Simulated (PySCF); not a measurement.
# Ta(NH)F3: geometry, NMR shifts and electronic excitations

What NMR shifts and electronic excitations should Ta(NH)F3 (`[NH]=[Ta]([F])([F])[F]`) show?

Programs: PySCF 2.14.0, with density-fitted response routines of our own. Each step states its level of theory. These are calculated values for one molecule in the gas phase, unless marked as measured. Atoms count from 0, in the outputs and in this text.

## Step 1: Starting geometry

6 atoms, charge 0, multiplicity 1; geometry from: GFN2-xTB.

Bonds of the start (Å): Ta0–N1 1.79, Ta0–F3 1.87, Ta0–F4 1.87, Ta0–F5 1.87, N1–H2 1.01.

## Step 2: Optimising the geometry at PBE0-D3(BJ)/def2-SVP

Job settings and geometry (Å):

```
{"job": {"xc": "PBE0", "basis": "def2-SVP", "d3": "d3bj", "grid": 1, "maxiter": 40, "kind": "geom"}, "charge": 0, "multiplicity": 1}
Ta    -0.006110    -0.003020    -0.440510
N      0.016620     0.011210     1.346320
H      0.035330     0.014770     2.355600
F      1.736230    -0.003160    -1.111730
F     -0.895740     1.507910    -1.085260
F     -0.886330    -1.527720    -1.064420
```

Run with:

```
OMP_NUM_THREADS=1 python probes_run.py task.json out
```

The driver reads the jobs from task.json and runs them one after another.

**Question.** This job is followed by: GIAO PBE0/pcSseg-1 Ta:def2-TZVP NMR shielding, non-relativistic, gas phase; TDDFT PBE0/def2-SVPD, vertical, gas phase, core orbitals frozen in the response; GIAO B3LYP/pcSseg-1 Ta:def2-TZVP NMR shielding, non-relativistic, gas phase. What will the session give for the following? point group; rotational constants (main isotopes); 1H shifts against TMS (PBE0/def2-TZVP+pcSseg-1); 15N shifts against NH3 (PBE0/def2-TZVP+pcSseg-1); 19F shifts against CFCl3 (PBE0/def2-TZVP+pcSseg-1, means over atoms taken as alike); surface potential, 1st and 99th percentile; lowest singlet (PBE0/def2-SVPD); brightest single state of those computed; lowest triplet; vertical ionisation energy (ΔSCF); range of the shift of F3.

The runs gave:

```
                                                                           quantity                        value
                                                                        point group                          C3v
                                               rotational constants (main isotopes)         3.15, 3.14, 2.75 GHz
                                    1H shifts against TMS (PBE0/def2-TZVP+pcSseg-1)                     4.11 ppm
                                   15N shifts against NH3 (PBE0/def2-TZVP+pcSseg-1)                    331.3 ppm
19F shifts against CFCl3 (PBE0/def2-TZVP+pcSseg-1, means over atoms taken as alike)                     83.7 ppm
                                              surface potential, 1st and 99th percentile           -0.80 V and 3.70 V
                                                    lowest singlet (PBE0/def2-SVPD)  5.42 eV (229 nm), f = 0.000
                                           brightest single state of those computed  state 5, 6.54 eV, f = 0.035
                                                                     lowest triplet                      4.84 eV
                                                  vertical ionisation energy (ΔSCF)                     10.94 eV
                                                           range of the shift of F3             83.7 to 86.2 ppm
```

In words: Over 4 steps the energy fell by 0.058 eV; of the close pairs, Ta0–N1 changed most, 1.787 to 1.752 Å. At PBE0/def2-TZVP+pcSseg-1: The widest tensor belongs to F3, F4, F5: span 483 ppm, with a paramagnetic part of -377 ppm. The lowest singlet, at 5.42 eV, is HOMO→LUMO 0.48, HOMO−1→LUMO+1 0.46 and is dark; of the 10 states computed, the strongest absorption comes from states 5 to 6 together at 6.54 eV. The lowest triplet lies 0.58 eV below the lowest singlet (triplets in Tamm-Dancoff, singlets in full TDDFT). Spin-orbit coupling, left out, mixes singlets and triplets in elements this heavy. ΔSCF puts the ionisation energy at 10.94 eV, 2.18 eV above −ε(HOMO). Across the 2 runs the shift of F3 (with its like atoms) moves most, between 83.7 (PBE0/def2-TZVP+pcSseg-1) and 86.2 ppm (B3LYP/def2-TZVP+pcSseg-1). Spin-orbit coupling is left out, which matters for shieldings and couplings at and beside the heavy atoms.
